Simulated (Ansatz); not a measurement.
# Alloy of SnO2 and TiO2 (1 of 4 Sn sites exchanged), 12 atoms with displaced atoms

Wanted: the effect of changed settings on energy, forces, pressure and convergence.

Program: Ansatz 0.2.0, PAW, plane waves. These are calculated values, not measurements.

1 further run of the same task is left out (it didn't finish).

### 1 The starting cell

12 atoms (3 Sn, 1 Ti, 8 O); a = 4.725 Å, b = 4.725 Å, c = 6.288 Å, α = 90.00°, β = 90.00°, γ = 90.00°. All atoms were shaken off their sites by about 0.10 Å along each axis.

### 2 Single point with PBEsol

Input file in.yaml:

```yaml
crystal:
  lattice:
    - [4.724638, 0.000000, 0.000000]
    - [0.000000, 4.724638, 0.000000]
    - [0.000000, 0.000000, 6.287587]
  atoms:
    - { symbol: Sn, position: [0.959518, 0.992124, 0.977808] }
    - { symbol: Sn, position: [0.999421, 0.990334, 0.500394] }
    - { symbol: Sn, position: [0.477061, 0.482507, 0.248772] }
    - { symbol: Ti, position: [0.505518, 0.459407, 0.735892] }
    - { symbol: O, position: [0.316344, 0.266543, 0.975996] }
    - { symbol: O, position: [0.300164, 0.324078, 0.531613] }
    - { symbol: O, position: [0.696649, 0.732439, 0.971537] }
    - { symbol: O, position: [0.693092, 0.698438, 0.485079] }
    - { symbol: O, position: [0.146323, 0.823339, 0.219353] }
    - { symbol: O, position: [0.244237, 0.810623, 0.741138] }
    - { symbol: O, position: [0.820289, 0.213274, 0.235322] }
    - { symbol: O, position: [0.797863, 0.190351, 0.742365] }
kpoints:
  mp_grid: { grid: [2, 2, 2], shift: [0.5, 0.5, 0.5] }
hamiltonian:
  xc: pbesol
scf:
  occupations: { method: fermi_dirac, width: 0.01 }
output:
  forces: true
  eigenvalues: true
  stress: true
  populations: true
```

On the command line:

```console
ansatz run in.yaml --threads 7 --pin off --max-ram 13300MiB --runs-dir r --events-out ev --progress --plain
```

### 3 Run again with at most 14 cycles

Changes to in.yaml since step 2:

```diff
@@ -24,2 +24,3 @@
   occupations: { method: fermi_dirac, width: 0.01 }
+  max_iter: 14
 output:
@@ -28,2 +29 @@
   stress: true
-  populations: true
```

### 4 Variant: k points Γ alone, functional PBE

Changes to in.yaml since step 3:

```diff
@@ -19,8 +19,8 @@
 kpoints:
-  mp_grid: { grid: [2, 2, 2], shift: [0.5, 0.5, 0.5] }
+  mp_grid: { grid: [1, 1, 1] }
 hamiltonian:
-  xc: pbesol
+  xc: pbe
 scf:
   occupations: { method: fermi_dirac, width: 0.01 }
-  max_iter: 14
+  max_iter: 90
 output:
```

### 5 Run again with density cutoff ratio 8, accuracy high

Changes to in.yaml since step 4:

```diff
@@ -1 +1,2 @@
+accuracy: high
 crystal:
@@ -19,8 +20,9 @@
 kpoints:
-  mp_grid: { grid: [1, 1, 1] }
+  mp_grid: { grid: [2, 2, 2], shift: [0.5, 0.5, 0.5] }
+basis: { ecutrho_ratio: 8 }
 hamiltonian:
-  xc: pbe
+  xc: pbesol
 scf:
   occupations: { method: fermi_dirac, width: 0.01 }
-  max_iter: 90
+  max_iter: 50
 output:
```

### 6 Variant: xc grid 3, functional PBE, smearing width 0.1 eV

Changes to in.yaml since step 5:

```diff
@@ -1,2 +1 @@
-accuracy: high
 crystal:
@@ -21,8 +20,8 @@
   mp_grid: { grid: [2, 2, 2], shift: [0.5, 0.5, 0.5] }
-basis: { ecutrho_ratio: 8 }
+basis: { xc_grid: 3 }
 hamiltonian:
-  xc: pbesol
+  xc: pbe
 scf:
-  occupations: { method: fermi_dirac, width: 0.01 }
-  max_iter: 50
+  occupations: { method: fermi_dirac, width: 0.1 }
+  max_iter: 100
 output:
```

### 7 Variant: accuracy low, 4 extra bands

Changes to in.yaml since step 6:

```diff
@@ -1 +1,2 @@
+accuracy: low
 crystal:
@@ -20,8 +21,8 @@
   mp_grid: { grid: [2, 2, 2], shift: [0.5, 0.5, 0.5] }
-basis: { xc_grid: 3 }
 hamiltonian:
-  xc: pbe
+  xc: pbesol
 scf:
-  occupations: { method: fermi_dirac, width: 0.1 }
-  max_iter: 100
+  occupations: { method: fermi_dirac, width: 0.01 }
+  max_iter: 50
+  n_extra_bands: 4
 output:
```

What does the calculation give? Wanted: for each run, settings; status; energy from base; forces from base.

The runs gave:

| settings | status | cycles | time | energy from base (meV/atom) | forces from base (eV/Å rms) | filled to empty level on the mesh (eV) |
| --- | --- | --- | --- | --- | --- | --- |
| base | converged | 9 | 1.2 s (7 CPU threads) | 0 | 0 | 2.26 |
| at most 14 cycles | converged | 9 | 1.1 s (7 CPU threads) | 0.0 | 0.000 | 2.26 |
| k points Γ alone, functional PBE | converged | 10 | 0.5 s (7 CPU threads) | - | 0.346 | 1.37 |
| density cutoff ratio 8, accuracy high | converged | 14 | 1.8 s (7 CPU threads) | 0.0 | 0.000 | 2.26 |
| xc grid 3, functional PBE, smearing width 0.1 eV | converged | 8 | 1.1 s (7 CPU threads) | - | 0.071 | 2.29 |
| accuracy low, 4 extra bands | converged, settings too loose | 9 | 1 s (7 CPU threads) | 0.0 | 0.000 | 2.26 |

Among these variants the forces move most with k points Γ alone, functional PBE (0.346 eV/Å rms). The base mesh is coarse for so small a cell, so pressure, spacing and their changes aren't converged values of the solid.
